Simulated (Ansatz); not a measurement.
# CCl₂InNO: a ladder of functionals and wavefunction methods

The task here is to estimate one member of a computed series from the others.

Program: Ansatz 0.2.0, Gaussian basis. Level of theory: functionals in def2-TZVPP, the program's frozen cores in correlated methods. These are calculated values, not measurements.

Levels to be run: LDA (SPW92), PBE-D4, revPBE-D4, BLYP-D4, r2SCAN-D4, B97M-V, PBE0-D4, B3LYP-D4, r2SCANh-D4, r2SCAN0-D4, HSE06-D4, BHLYP-D4, CAM-B3LYP-D4, LC-ωPBE, ωB97X-V, ωB97M-V, B2PLYP, PBE-QIDH; CCSD(T)/def2-SVP; CCSD(T)/def2-TZVPP; MP2/def2-QZVPP; extrapolation to the limit; RPA on PBE.

### Structure used throughout

An earlier PBE0-D4 in a triple-zeta def2 set relaxation fixed the geometry. In takes the def2 core potential; no spin-orbit term is included.

6 atoms, charge 0, spin multiplicity 1.

Atoms are counted from 1 here; the program's logs count them from 0.

Bond lengths: O1–C2 1.164 Å, C2–N3 1.207 Å, N3–In4 2.004 Å, In4–Cl5 2.286 Å, In4–Cl6 2.294 Å. Angles: O1–C2–N3 175.8°, C2–N3–In4 134.3°, N3–In4–Cl5 118.4°, N3–In4–Cl6 120.3°, Cl5–In4–Cl6 121.3°.

Set-up of the first run:

The input, in.yaml:

```yaml
crystal:
  periodic: [false, false, false]
  atoms:
    - {symbol: O, position_ang: [1.198679, -2.132084, 1.617486]}
    - {symbol: C, position_ang: [0.879845, -1.455961, 0.725346]}
    - {symbol: N, position_ang: [0.594469, -0.808195, -0.252695]}
    - {symbol: In, position_ang: [-0.488683, 0.847862, -0.568805]}
    - {symbol: Cl, position_ang: [-0.670962, 1.634803, -2.707170]}
    - {symbol: Cl, position_ang: [-1.513348, 1.913577, 1.185848]}
basis:
  gaussian: {orbitals: def2-TZVPP}
hamiltonian: {xc: lda}
output: {orbitals: {seedname: orbitals}}
```

Run with:

```sh
> ansatz run in.yaml --threads 4 --pin off --events-out ev --progress --plain --max-ram 10444MiB
```

Among the steps run: LDA; PBE-D4 (GGA); revPBE-D4 (GGA); BLYP-D4 (GGA); r2SCAN-D4 (meta-GGA); B97M-V (meta-GGA); B3LYP-D4 (hybrid); r2SCANh-D4 (hybrid); r2SCAN0-D4 (hybrid); HSE06-D4 (hybrid); BHLYP-D4 (hybrid); CAM-B3LYP-D4 (range-separated); LC-ωPBE (range-separated); ωB97X-V (range-separated); ωB97M-V (range-separated); B2PLYP (double hybrid); PBE-QIDH (double hybrid).

One of the session's tables, all rows but one given; the rest of the session is left out.

It belongs to the step «Orbital energies across the functionals». 

```
  functional  HOMO (eV)  LUMO (eV)  gap (eV)
 LDA (SPW92)      -7.84      -4.00      3.84
      PBE-D4      -7.59      -3.67      3.92
   revPBE-D4      -7.50      -3.54      3.97
     BLYP-D4      -7.44      -3.62      3.83
   r2SCAN-D4      -7.91      -3.48      4.44
      B97M-V      -7.90      -3.50      4.40
     PBE0-D4      -8.98      -2.79      6.19
    B3LYP-D4          ?          ?         ?
  r2SCANh-D4      -8.43      -3.16      5.27
  r2SCAN0-D4      -9.22      -2.68      6.54
    HSE06-D4      -8.58      -3.16      5.42
    BHLYP-D4     -10.28      -1.91      8.37
CAM-B3LYP-D4     -10.36      -1.82      8.54
     LC-ωPBE     -11.71      -0.49     11.22
     ωB97X-V     -11.34      -0.67     10.66
     ωB97M-V     -11.23      -0.80     10.43
```

**Question.** Estimate the row for B3LYP-D4.

Worked estimate for «HOMO (eV)». Against the share of exact exchange, BLYP-D4 (0, -7.44), BHLYP-D4 (0.5, -10.28) give a slope of -5.68 per unit share; at 0.2 the line stands at -8.58.

The run gave: HOMO (eV): -8.73; LUMO (eV): -3.11; gap (eV): 5.62. In «HOMO (eV)» the line misses by +0.15.
